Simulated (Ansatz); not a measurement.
## CaCl (charge +1): a polarisability from point charges

Program: the Python package of Ansatz (0.2.0).

`field.py`:
```python
"""Dipole of CaCl(+) in the field of point charges."""

import ansatz
import numpy as np


def main() -> None:
    geometry_ang = [
        ("Ca", (0.0, 0.0, 0.0)),
        ("Cl", (0.0, 0.0, 2.66)),
    ]
    cacl = ansatz.Crystal.molecule()
    for symbol, xyz in geometry_ang:
        cacl = cacl.atom(symbol, xyz)

    base = cacl.calculation()
    base = base.basis(gaussian="def2-SVPD").functional("pbe")
    base = base.charge(1).forces()
    # charges +q and -q at -R and +R make a nearly even field 2 k q / R^2 at the centre
    centre = np.mean([site.position_ang for site in cacl.cartesian_sites], axis=0)
    field = 2 * 14.399645 * 2.0 / 40.0 ** 2


    def dipole(axis, sign):
        arm = 40.0 * np.eye(3)[axis]
        pair = [{"charge": sign * 2.0, "position_ang": (centre - arm).tolist()}, {"charge": -sign * 2.0, "position_ang": (centre + arm).tolist()}]
        deck = base.input().set(ansatz.key.basis.gaussian.point_charges, pair)
        return np.array(ansatz.Session.from_dict(deck).plan().execute().report["charge_distribution"]["dipole_moment_e_ang"])


    print(f"field {field:.4f} V/A")
    alpha = np.array([(dipole(axis, 1) - dipole(axis, -1)) / (2 * field) * 14.399645 for axis in range(3)])
    print("polarisability tensor (A^3)")
    print(np.array2string(alpha, precision=3, suppress_small=True))
    print(f"mean {np.trace(alpha) / 3:.3f} A^3 = {np.trace(alpha) / 3 / 0.14818471:.2f} bohr^3")


if __name__ == "__main__":
    main()
```

```console
$ python field.py
field 0.0360 V/A
polarisability tensor (A^3)
[[ 3.964 -0.    -0.   ]
 [ 0.     3.964  0.   ]
 [-0.     0.     8.605]]
mean 5.511 A^3 = 37.19 bohr^3
```

Notes:
- The geometry is a force-field or estimated start, not a minimum of this method, and the basis set is short of its limit. The field of two point charges is only nearly even.
- The spin state was assumed, and another may lie lower.
- Run time: 5.9 s on 1 thread of Arm Neoverse V2, on a shared host, peak memory 0.18 GiB.
